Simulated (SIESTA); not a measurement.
# PtRh3 under changes of volume

One of the cells (14.444 Å³/atom); the others are scaled copies at fixed shape and fractional positions:

```
Pt Rh
1.0
    -1.93187    1.93187    3.87011
     1.93187   -1.93187    3.87011
     1.93187    1.93187   -3.87011
Pt Rh
1 3
Direct
  0.00000 0.00000 0.00000
  0.50000 0.50000 0.00000
  0.25000 0.75000 0.50000
  0.75000 0.25000 0.50000
```

The cell comes from a database or a generator and needn't be the stable form of this composition.

```yaml
Program: SIESTA 5.4.2
Functional: PBEsol
Potentials_or_basis: PseudoDojo 0.4 standard (PBEsol files)
Basis: DZP (energy shift 0.003 Ry; two zetas on semicore shells)
Grid_cutoff: 800 Ry
Energy_shift: 0.003 Ry
k_mesh: 10 × 10 × 10
Occupations: fermi-dirac, width 0.05 eV
Spin: no spin polarisation
```

| volume (Å³/atom) | energy over the lowest point (meV/atom) | pressure (GPa) |
| --- | --- | --- |
| 13.311 | 39.42 | 18.7 |
| 13.594 | ? | ? |
| 13.877 | 0.00 | 4.4 |
| 14.444 | 5.90 | -7.0 |
| 14.727 | 22.66 | -11.6 |
| 15.010 | 47.22 | -15.8 |

**Question.** What does the run at 13.594 Å³/atom give?

**Answer.** Energy over the lowest point 13.39 meV/atom; pressure 11.2 GPa.

Worked out: A Birch-Murnaghan fit of order 3 (a polynomial in V^(-2/3)) to the other rows has its minimum at 14.07 Å³/atom with B0 = V·E''(V) = 291 GPa and B' = 5.1 at fixed shape and positions, which overstates the stiffness. It gives 13.34 meV/atom at 13.594 Å³/atom, against the run's 13.39, and -dE/dV = 11.0 GPa, against 11.2.

Energies are extrapolated to zero smearing.

Caveats: short orbitals over semicore shells can move pressures by several GPa; the basis of atomic orbitals isn't converged, which shifts pressures, moduli and gaps.
